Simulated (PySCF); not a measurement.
# B2PLYP/def2-SVP run of CH5BClN (SMILES CNBCl)

Aim: the energy change on altering one bond length of CH5BClN at B2PLYP/def2-SVP, from 2 runs. The job is set up through a Python script.

The results are computed with PySCF 2.14.0.

3 further runs of the same task are left out: 3 set aside as unsound or not needed.

### 1 The system as given

The species is CH5BClN (9 atoms), meant as a singlet with charge 0. SMILES: `CNBCl`. Geometry: relaxed at PBE0-D4/def2-TZVP. This is one conformer, not always the lowest.

Bond lengths: C1–N2 1.445 Å, N2–B3 1.381 Å, B3–Cl4 1.771 Å, C1–H5 1.094 Å, C1–H6 1.094 Å, C1–H7 1.090 Å, N2–H8 1.009 Å, B3–H9 1.192 Å. Some angles: C1–N2–B3 126.0°, N2–B3–Cl4 119.6°, C1–N2–H8 115.0°, B3–N2–H8 119.0°, N2–C1–H5 111.4°, N2–C1–H6 111.4°, N2–C1–H7 109.2°, N2–B3–H9 121.5°, Cl4–B3–H9 118.9°, H5–C1–H6 108.3°.

### 2 A single-point energy at B2PLYP/def2-SVP

job.py

```python
from pyscf import gto, dft, mp

molecule = gto.M(
    atom='''
C      0.510100     0.482100    -0.973400
N     -0.407900    -0.226000    -0.111700
B     -0.261100    -0.415200     1.248200
Cl    -1.495300    -1.314500     2.144800
H      0.907000    -0.170400    -1.756500
H      0.027900     1.338900    -1.452800
H      1.346700     0.849900    -0.380000
H     -1.220500    -0.605500    -0.573900
H      0.681600     0.014200     1.838200
''',
    verbose=3,
    basis='def2-svp',
    spin=0,
    max_memory=1860,
)

calc0 = dft.RKS(molecule, xc='0.53*HF + 0.47*B88, 0.73*LYP')
calc0.grids.level = 5
calc0.conv_tol = 1e-10
calc0.kernel()
if not calc0.converged:
    calc0 = calc0.newton().run(calc0.mo_coeff, calc0.mo_occ)

pt = mp.MP2(calc0, frozen=8).run()
e_tot = calc0.e_tot + 0.27 * pt.e_corr
print('PT2 part  %.8f' % (0.27 * pt.e_corr))
print('E = %.10f Eh' % e_tot)
```

Command:

```sh
$ OMP_NUM_THREADS=1 python job.py
```

What it wrote:

```text
converged SCF energy = -580.304276850747
E(RMP2) = -580.952207219101  E_corr = -0.647930368354366
E(SCS-RMP2) = -580.945341369645  E_corr = -0.6410645188984
PT2 part  -0.17494120
E = -580.4792180502 Eh
```

Wall time 15 s (1 thread of Intel Xeon Platinum 8488C (Sapphire Rapids), shared host); peak memory 0.43 GiB.

### 3 The distorted shape, same level

input.xyz

```xyz
9
CH5BClN
C      0.488085     0.510473    -1.177338
N     -0.429915    -0.197627    -0.315638
B     -0.261100    -0.415200     1.248200
Cl    -1.495300    -1.314500     2.144800
H      0.884985    -0.142027    -1.960438
H      0.005885     1.367273    -1.656738
H      1.324685     0.878273    -0.583938
H     -1.242515    -0.577127    -0.777838
H      0.681600     0.014200     1.838200
```

input.py

```python
from pyscf import gto, dft, mp

molecule = gto.M(
    atom='input.xyz',
    max_memory=1860,
    basis='def2-svp',
    verbose=3,
    spin=0,
)

calc0 = dft.RKS(molecule, xc='0.53*HF + 0.47*B88, 0.73*LYP')
calc0.grids.level = 5
calc0.conv_tol = 1e-10
calc0.kernel()
if not calc0.converged:
    calc0 = calc0.newton().run(calc0.mo_coeff, calc0.mo_occ)

pt = mp.MP2(calc0, frozen=8).run()
etot = calc0.e_tot + 0.27 * pt.e_corr
print('PT2 part  %.8f' % (0.27 * pt.e_corr))
print(f'total energy: {etot:.8f} hartree')
```

Command:

```sh
$ OMP_NUM_THREADS=1 python input.py
```

What it wrote:

```text
converged SCF energy = -580.279442333144
E(RMP2) = -580.935234223255  E_corr = -0.655791890111338
E(SCS-RMP2) = -580.928723187209  E_corr = -0.649280854064946
PT2 part  -0.17706381
total energy: -580.45650614 hartree
```

Wall time 15 s (1 thread of Intel Xeon Platinum 8488C (Sapphire Rapids), shared host); peak memory 0.43 GiB.

### 4 Summary of results

Level: B2PLYP/def2-SVP, 8 core orbitals frozen.

```
                                                         quantity          value
                                        first shape: total energy  -580.47922 Eh
                            first shape: dipole moment (SCF part)         2.84 D
                   first shape: HOMO energy (SCF part's orbitals)       -8.82 eV
                   first shape: LUMO energy (SCF part's orbitals)        2.03 eV
                 first shape: HOMO–LUMO gap (SCF part's orbitals)       10.86 eV
                                    distorted shape: total energy  -580.45651 Eh
                        distorted shape: dipole moment (SCF part)         1.93 D
               distorted shape: HOMO energy (SCF part's orbitals)       -8.20 eV
               distorted shape: LUMO energy (SCF part's orbitals)        1.20 eV
             distorted shape: HOMO–LUMO gap (SCF part's orbitals)        9.40 eV
energy change with the N2–B3 bond stretched from 1.381 to 1.588 Å       0.618 eV
```

With the N2–B3 bond stretched from 1.381 to 1.588 Å the energy rises by 0.62 eV (59.6 kJ/mol). The first shape isn't relaxed at this level, so the change isn't measured from a minimum. Mulliken charges (first shape) run from -0.20 on N2 to +0.14 on H8; they depend strongly on the basis. Mulliken charges (distorted shape) run from -0.37 on N2 to +0.22 on B3; they depend strongly on the basis.
